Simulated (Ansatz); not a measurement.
Pt3Rh:

```
Pt Rh
1.0
     3.90987    0.00000    0.00000
     0.00000    3.90987    0.00000
     0.00000    0.00000    3.90987
Pt Rh
3 1
Direct
  0.00000 0.00000 0.50000
  0.00000 0.50000 0.00000
  0.50000 0.00000 0.00000
  0.50000 0.50000 0.50000
```

The cell comes from a database or a generator and needn't be the stable form of this composition.

```yaml
Program: Ansatz 0.2.0
Task: single point
Functional: PBEsol
Potentials_or_basis: all-electron LAPW, scalar-relativistic
Cutoff: 272 eV (chosen from the basis error)
Basis_error_allowed: 0.001 eV/atom
k_mesh: 7 × 7 × 7
Occupations: fermi-dirac, width 0.05 eV
Spin: no spin polarisation
```

On this cell: pressure -5.6 GPa; largest force zero by symmetry; band gap on the k mesh none (metal or under the smearing width).

The same run follows on a disturbed copy (atoms moved at random, drawn with an rms of 0.05 Å):

```
Pt Rh
1.0
     3.90987    0.00000    0.00000
     0.00000    3.90987    0.00000
     0.00000    0.00000    3.90987
Pt Rh
3 1
Direct
  0.99972 0.99197 0.49003
  0.99912 0.50379 0.99057
  0.51038 0.00556 0.00282
  0.49142 0.49495 0.49187
```

**Question.** What changes?

**Answer.** The energy (extrapolated to zero smearing) moves by +11.2 meV/atom; pressure -5.1 GPa; largest force 0.865 eV/Å; band gap on the k mesh none (metal or under the smearing width).

Forces in eV/Å, atoms in the order of the input:
```
Pt   0.108  0.369  0.355
Pt   0.137 -0.272  0.014
Pt  -0.598 -0.267 -0.566
Rh   0.352  0.170  0.197
```

Stress tensor (GPa, compression positive):
```
-5.17 -0.06  0.15
-0.06 -5.14  0.11
 0.15  0.11 -5.02
```
